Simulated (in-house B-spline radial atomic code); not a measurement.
# Re⁶⁷⁺: excited configurations

How much energy does it take to promote electrons of Re⁶⁷⁺ to other shells? Each configuration is solved by itself and compared with the reference.

Method: Dirac-Hartree-Fock, average of configuration, Fermi nucleus, basis-set limit. Code: in-house B-spline radial atomic code version 1.

### Step 1. The system

- element: rhenium (Z = 75)
- charge: +67
- electrons: 8
- configuration: [He] 2s2 2p4
- Hamiltonian: Dirac-Coulomb
- nucleus: Fermi, rms radius 5.370 fm

The outer shells:

[He] 2s2 2p4
```
[He] core
2s [↑↓]
2p [↑↓][↑ ][↑ ]
```

The boxes draw the filling by Hund's rule, which heavy ions in jj coupling don't follow; these runs average over all states of the configuration.

Settings of the run:

```ini
Z = 75
electrons = 8.0
configuration = [He] 2s2 2p4
hamiltonian = dirac
method = hf
spin_polarised = False
nucleus = fermi
rms_radius = 5.3698
mass_number = 187
atomic_mass = 186.955752217
speed_of_light = 137.035999084
```

This reference run was done before. Its total energy is -10175.845300 hartree, and its levels are (the highest eight at most):

```csv
orbital,occupation,energy (eV),<r> (bohr)
1s1/2,2,-78934.7,0.01800
2s1/2,2,-18715.4,0.07366
2p1/2,1.33333,-18334.6,0.06069
2p3/2,2.66667,-16805.7,0.06819
```

### Step 2. Configuration [He] 2s2 2p3 4d1

Settings of the run:

```ini
Z = 75
electrons = 8.0
configuration = [He] 2s2 2p3 4d1
hamiltonian = dirac
method = hf
spin_polarised = False
nucleus = fermi
rms_radius = 5.3698
mass_number = 187
atomic_mass = 186.955752217
speed_of_light = 137.035999084
```

### Step 3. Configuration [He] 2s2 2p3 6d1

Changes to the settings of step 2:

```diff
@@ -2,3 +2,3 @@
 electrons = 8.0
-configuration = [He] 2s2 2p3 4d1
+configuration = [He] 2s2 2p3 6d1
 hamiltonian = dirac
```

### Step 4. [He] 2s1 2p4 6p1

Changes to the settings of step 3:

```diff
@@ -2,3 +2,3 @@
 electrons = 8.0
-configuration = [He] 2s2 2p3 6d1
+configuration = [He] 2s1 2p4 6p1
 hamiltonian = dirac
```

### Step 5. Run with [He] 2s2 2p3 3p1

Changes to the settings of step 4:

```diff
@@ -2,3 +2,3 @@
 electrons = 8.0
-configuration = [He] 2s1 2p4 6p1
+configuration = [He] 2s2 2p3 3p1
 hamiltonian = dirac
```

### Step 6. Run with [He] 2s1 2p4 6d1

Changes to the settings of step 5:

```diff
@@ -2,3 +2,3 @@
 electrons = 8.0
-configuration = [He] 2s2 2p3 3p1
+configuration = [He] 2s1 2p4 6d1
 hamiltonian = dirac
```

**Question.** How far above the reference does each configuration lie (order and size, in eV)?

As calculated:

| net move | configuration | energy above the reference (eV) | with Breit, QED, recoil (eV) | largest <r> (bohr) |
| --- | --- | --- | --- | --- |
| 2p → 3p | [He] 2s2 2p3 3p1 | 9822.18 | 9800.74 | 0.174 |
| 2p → 4d | [He] 2s2 2p3 4d1 | 13296.8 | 13268.4 | 0.302 |
| 2p → 6d | [He] 2s2 2p3 6d1 | 15535.8 | 15506.8 | 0.738 |
| 2s → 6p | [He] 2s1 2p4 6p1 | 16897.4 | 16854.1 | 0.756 |
| 2s → 6d | [He] 2s1 2p4 6d1 | 16936.7 | 16892.8 | 0.738 |

Quantum defects of the promoted electron, δ = n − ζ/√(−2ε) with ζ = 68 and ε its orbital energy in hartree:

| promotion | δ |
| --- | --- |
| 2p → 3p | 0.102 |
| 2p → 4d | 0.042 |
| 2p → 6d | 0.050 |
| 2s → 6p | 0.114 |
| 2s → 6d | 0.050 |

The lowest of them is 2p → 3p at 9822.18 eV and the highest 2s → 6d at 16936.7 eV. Of those tabulated, the defect is largest for 6p (0.11) and least for 4d (0.04); at this charge much of the defect is relativistic. Two partly filled shells share a symmetry and can mix in the average, which may lower the energy, for: 2p → 3p; 2s → 6p. These are averages over configurations, without correlation, not spectroscopic levels.
